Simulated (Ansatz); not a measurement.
# BGeH7O2Si: vertical spin-state energies, by script

The task is vertical spin-state energies, for BGeH7O2Si.

Computed with Ansatz 0.2.0, driven from Python. Level of theory: PBE0/6-31G*.

### 1 The structure

Bond lengths: O1–B2 1.460 Å, B2–O3 1.460 Å, B2–Si4 1.940 Å, Si4–Ge5 2.312 Å, O1–H6 0.990 Å, O3–H7 0.990 Å, Si4–H8 1.470 Å, Si4–H9 1.470 Å, Ge5–H10 1.550 Å, Ge5–H11 1.550 Å, Ge5–H12 1.550 Å. Angles (14 of 17 angles, heavy atoms first): O1–B2–O3 120.1°, O1–B2–Si4 119.9°, O3–B2–Si4 120.0°, B2–Si4–Ge5 109.0°, B2–O1–H6 104.6°, B2–O3–H7 104.6°, B2–Si4–H8 109.6°, B2–Si4–H9 109.5°, Ge5–Si4–H8 109.5°, Ge5–Si4–H9 109.5°, Si4–Ge5–H10 109.3°, Si4–Ge5–H11 109.5°, Si4–Ge5–H12 109.2°, H8–Si4–H9 109.7°.

The script holds or builds the structure itself.

### 2 Script

Input file bgeh7o2si.py:

```python
from dataclasses import dataclass

import ansatz as az


@dataclass(frozen=True)
class Settings:
    basis: str = '6-31G*'
    functional: str = 'pbe0'


settings = Settings()

molecule = (
    az.Crystal.molecule()
    .atom('O', (-1.5468, -0.9622, 1.4165))
    .atom('B', (-1.4975, -0.097, 0.2413))
    .atom('O', (-2.5124, 0.935, 0.05))
    .atom('Si', (-0.0856, -0.3238, -1.0695))
    .atom('Ge', (1.9585, 0.0015, -0.0387))
    .atom('H', (-1.0079, -0.4881, 2.099))
    .atom('H', (-2.1417, 1.7366, 0.4984))
    .atom('H', (-0.2537, 0.6599, -2.1493))
    .atom('H', (-0.1452, -1.6839, -1.6247))
    .atom('H', (2.0152, 1.4367, 0.5436))
    .atom('H', (3.0958, -0.1867, -1.0749))
    .atom('H', (2.1213, -1.0281, 1.1084))
)

calc = (
    molecule.calculation()
    .basis(gaussian=settings.basis)
    .functional(settings.functional)
)
found = {}
for unpaired in [0, 2]:
    rep = calc.spin('collinear', total=unpaired).run(threads=1, backend='cpu').report
    s = unpaired / 2
    found[unpaired] = rep['free_energy_ev']
    print(f'2S+1 = {unpaired + 1}: E = {found[unpaired]:.5f} eV, <S^2> = {abs(rep["mean_field"]["state"]["spin_squared"]):.3f} (pure state {s * (s + 1):.2f})')
lowest = min(found, key=found.get)
for unpaired, e in found.items():
    print(f'multiplicity {unpaired + 1}: {23.060548 * (e - found[lowest]):.1f} kcal/mol above the lowest')
```

### 3 The run

Command:

```
$ python bgeh7o2si.py
```

The log of the run:

```text
2S+1 = 1: E = -69257.03752 eV, <S^2> = 0.000 (pure state 0.00)
2S+1 = 3: E = -69253.24613 eV, <S^2> = 2.006 (pure state 2.00)
multiplicity 1: 0.0 kcal/mol above the lowest
multiplicity 3: 87.4 kcal/mol above the lowest
```

Run time: 12 s. Hardware: 1 thread of Intel Xeon 6975P-C (Granite Rapids), shared host; peak memory 0.44 GiB.

### 4 What each run gave

From the records of these 2 runs:

| run | 2S+1 | energy from run 1 (eV) | <S²> | SCF cycles | CPU time (s) |
| --- | --- | --- | --- | --- | --- |
| 1 | 1 | 0.0000 | 0.00 | 16 | 5 |
| 2 | 3 | 3.7914 | 2.01 | 29 | 7.1 |

### 5 Summary of results

| quantity | value |
| --- | --- |
| runs compared | 2 |
| lowest | run 1 (2S+1 = 1) |
| next above it by | 3.791 eV |

**Reading.** In order: multiplicity 1 (+0.00 eV) and multiplicity 3 (+3.79 eV), all at the one geometry. The geometry is a force-field or estimated start, not a minimum of this method, and the basis set is short of its limit. All parts are taken at fixed geometry, without zero-point energy.
